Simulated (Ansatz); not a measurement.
**CH5FNNbS: basis-set convergence**

How large a basis does CH5FNNbS need? Two functionals are run in growing sets.

Program: Ansatz 0.2.0, Gaussian basis. Level of theory: one geometry, several basis sets. These are calculated values, not measurements.

Plan: PBE0-D4/def2-SVP; ωB97M-V/def2-SVP; PBE0-D4/def2-QZVPP; ωB97M-V/def2-QZVPP; the functionals' def2-TZVPP values are taken from earlier runs.

## Step 1: The relaxed structure

An earlier PBE0-D4 in a triple-zeta def2 set relaxation fixed the geometry. Nb takes the def2 core potential; no spin-orbit term is included.

10 atoms, charge 0, spin multiplicity 1.

Atoms are counted from 1 here; the program's logs count them from 0.

Bond lengths: C1–Nb2 2.139 Å, C1–H6 1.092 Å, C1–H7 1.096 Å, C1–H8 1.095 Å, Nb2–N3 1.945 Å, Nb2–F4 1.870 Å, Nb2–S5 2.139 Å, N3–H9 1.010 Å, N3–H10 1.013 Å. Angles: Nb2–C1–H6 112.2°, Nb2–C1–H7 109.4°, Nb2–C1–H8 109.0°, H6–C1–H7 109.0°, H6–C1–H8 108.4°, H7–C1–H8 108.9°, C1–Nb2–N3 105.4°, C1–Nb2–F4 107.2°, C1–Nb2–S5 105.2°, N3–Nb2–F4 115.2°, N3–Nb2–S5 107.5°, F4–Nb2–S5 115.4°, Nb2–N3–H9 126.4°, Nb2–N3–H10 122.8°, H9–N3–H10 110.5°.

## Step 2: PBE0-D4 in def2-SVP

The input, in.yaml:

```yaml
crystal:
  periodic: [false, false, false]
  atoms:
    - {symbol: C, position_ang: [-1.355047, -0.746843, -0.080246]}
    - {symbol: Nb, position_ang: [0.309408, 0.502364, -0.575940]}
    - {symbol: N, position_ang: [1.588711, 0.255216, 0.867718]}
    - {symbol: F, position_ang: [0.909226, -0.019183, -2.268798]}
    - {symbol: S, position_ang: [-0.430674, 2.504637, -0.442169]}
    - {symbol: H, position_ang: [-1.795056, -0.484799, 0.884094]}
    - {symbol: H, position_ang: [-1.028102, -1.793026, -0.050542]}
    - {symbol: H, position_ang: [-2.124457, -0.637745, -0.852301]}
    - {symbol: H, position_ang: [1.823693, 0.928317, 1.582642]}
    - {symbol: H, position_ang: [2.185398, -0.559938, 0.938441]}
basis:
  gaussian: {orbitals: def2-SVP}
hamiltonian: {xc: pbe0, dispersion: d4}
output: {orbitals: {seedname: orbitals}}
```

Started as:

```console
> ansatz run in.yaml --threads 4 --pin off --events-out ev --progress --plain --max-ram 10444MiB
```

After this run come: ωB97M-V in def2-SVP; PBE0-D4 in def2-QZVPP; ωB97M-V in def2-QZVPP.

**Question.** What will the summary of the whole plan be? Wanted: PBE0-D4: double and triple zeta above quadruple; ωB97M-V: double and triple zeta above quadruple.

The runs gave:

| quantity | value |
| --- | --- |
| PBE0-D4: double and triple zeta above quadruple | 11.25, 0.72 eV |
| ωB97M-V: double and triple zeta above quadruple | 11.41, 0.68 eV |

In words: PBE0-D4 gains 10.54 eV from double to triple zeta, then 0.72 eV more. These are total energies; as a rule much of such shifts cancels in differences, which this series doesn't test.
